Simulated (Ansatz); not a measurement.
**CH6BGeNSi: small, medium and large basis sets**

How large a basis does CH6BGeNSi need? Two functionals are run in growing sets.

Method: one geometry, several basis sets; program: Ansatz 0.2.0, Gaussian basis.

Plan: PBE0-D4/def2-SVP; ωB97M-V/def2-SVP; PBE0-D4/def2-QZVPP; ωB97M-V/def2-QZVPP; the functionals' def2-TZVPP values are taken from earlier runs.

## 1. The geometry

The geometry comes from an earlier relaxation with PBE0-D4 in a triple-zeta def2 set; it is a stationary point, not always the lowest conformer.

SMILES `B[SiH]([GeH3])C#N`, 11 atoms, charge 0, spin multiplicity 1.

Atoms are counted from 1 here; the program's logs count them from 0.

Bond lengths: B1–Si2 1.989 Å, B1–H6 1.194 Å, B1–H7 1.193 Å, Si2–Ge3 2.399 Å, Si2–C4 1.850 Å, Si2–H8 1.484 Å, Ge3–H9 1.536 Å, Ge3–H10 1.534 Å, Ge3–H11 1.534 Å, C4–N5 1.153 Å. Angles: Si2–B1–H6 119.1°, Si2–B1–H7 121.5°, H6–B1–H7 119.2°, B1–Si2–Ge3 106.5°, B1–Si2–C4 112.8°, B1–Si2–H8 115.7°, Ge3–Si2–C4 105.8°, Ge3–Si2–H8 109.1°, C4–Si2–H8 106.5°, Si2–Ge3–H9 109.1°, Si2–Ge3–H10 109.8°, Si2–Ge3–H11 108.9°, H9–Ge3–H10 109.4°, H9–Ge3–H11 109.8°, H10–Ge3–H11 109.8°, Si2–C4–N5 178.7°.

## 2. PBE0-D4 in def2-SVP

Contents of in.yaml:

```yaml
crystal:
  periodic: [false, false, false]
  atoms:
    - {symbol: B, position_ang: [-0.830130, 1.631707, 0.821831]}
    - {symbol: Si, position_ang: [-0.765020, -0.082346, -0.186073]}
    - {symbol: Ge, position_ang: [1.278608, -1.166949, 0.447691]}
    - {symbol: C, position_ang: [-0.658349, 0.165916, -2.016682]}
    - {symbol: N, position_ang: [-0.566400, 0.328614, -3.154201]}
    - {symbol: H, position_ang: [-1.187170, 1.622640, 1.961637]}
    - {symbol: H, position_ang: [-0.430068, 2.649349, 0.345755]}
    - {symbol: H, position_ang: [-1.899846, -1.010160, 0.048355]}
    - {symbol: H, position_ang: [1.238888, -1.474269, 1.952042]}
    - {symbol: H, position_ang: [2.469466, -0.247967, 0.145495]}
    - {symbol: H, position_ang: [1.415320, -2.473435, -0.345151]}
basis:
  gaussian: {orbitals: def2-SVP}
hamiltonian: {xc: pbe0, dispersion: d4}
output: {orbitals: {seedname: orbitals}}
```

Run with:

```sh
ansatz run in.yaml --threads 4 --pin off --events-out ev --progress --plain --max-ram 10444MiB
```

Further steps of the session: ωB97M-V in def2-SVP; PBE0-D4 in def2-QZVPP; ωB97M-V in def2-QZVPP.

**Question.** What will the summary of the whole plan be? Wanted: PBE0-D4: double and triple zeta above quadruple; ωB97M-V: double and triple zeta above quadruple.

As calculated:

| quantity | value |
| --- | --- |
| PBE0-D4: double and triple zeta above quadruple | 15.25, 1.66 eV |
| ωB97M-V: double and triple zeta above quadruple | 15.39, 1.60 eV |

PBE0-D4 gains 13.59 eV from double to triple zeta, then 1.66 eV more. These are total energies; as a rule much of such shifts cancels in differences, which this series doesn't test.
